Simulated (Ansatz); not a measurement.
# Ir: the cost of one run

Method: DFT PBEsol, scalar-relativistic, plane waves, PAW, in Ansatz 0.2.0.

2 further runs of the same task are left out: 2 set aside as unsound or not needed. Runs told in other sessions of the task aren't counted.

### Step 1. The starting structure

It takes space group Fm-3m (No. 225, cubic). Conventional cell: a = 3.830 Å, b = 3.830 Å, c = 3.830 Å, α = 90.00°, β = 90.00°, γ = 90.00°. Around Ir (site symmetry m-3m) lie 12 Ir at 2.71 Å.

Coordinates:

```cif
data_structure
_symmetry_space_group_name_H-M 'Fm-3m'
_symmetry_Int_Tables_number 225
_cell_length_a 3.8302
_cell_length_b 3.8302
_cell_length_c 3.8302
_cell_angle_alpha 90.000
_cell_angle_beta 90.000
_cell_angle_gamma 90.000
_cell_volume 56.19
loop_
_atom_site_label
_atom_site_type_symbol
_atom_site_symmetry_multiplicity
_atom_site_Wyckoff_symbol
_atom_site_fract_x
_atom_site_fract_y
_atom_site_fract_z
_atom_site_occupancy
Ir1 Ir 4 a 0.00000 0.00000 0.00000 1
```

It is built from the cell relaxed beforehand with the same method (14.05 Å³/atom).

### Step 2. The reference: the undisturbed cell on the scan's mesh

input.yaml reads:

```yaml
crystal:
  lattice:
    - [-3.8302304141, 3.8302304141, 0.0]
    - [-3.8302304141, 0.0, 3.8302304141]
    - [0.0, 3.8302304141, 3.8302304141]
  atoms:
    - { symbol: Ir, position: [0.0, 0.0, 0.0] }
    - { symbol: Ir, position: [0.5, 0.0, 0.0] }
    - { symbol: Ir, position: [0.0, 0.5, 0.0] }
    - { symbol: Ir, position: [0.0, 0.0, 0.5] }
    - { symbol: Ir, position: [0.5, 0.5, 0.0] }
    - { symbol: Ir, position: [0.5, 0.0, 0.5] }
    - { symbol: Ir, position: [0.0, 0.5, 0.5] }
    - { symbol: Ir, position: [0.5, 0.5, 0.5] }
basis:
  ecutwfc: 420
kpoints:
  mp_grid: { grid: [14, 14, 14] }
hamiltonian:
  xc: pbesol
scf:
  occupations: { method: gaussian, width: 0.15 }
output:
  forces: true
  stress: true
  eigenvalues: true
```

Started as:

```console
> ansatz run input.yaml --threads 1 --pin off --max-ram 2560MiB --backend cpu --events-out ev --progress --plain --runs-dir out
```

What time and memory should one allow on 1 thread of Intel Xeon at 2.50GHz (Skylake/Cascade Lake), shared host?

About 77 s, with a peak of 0.86 GiB.
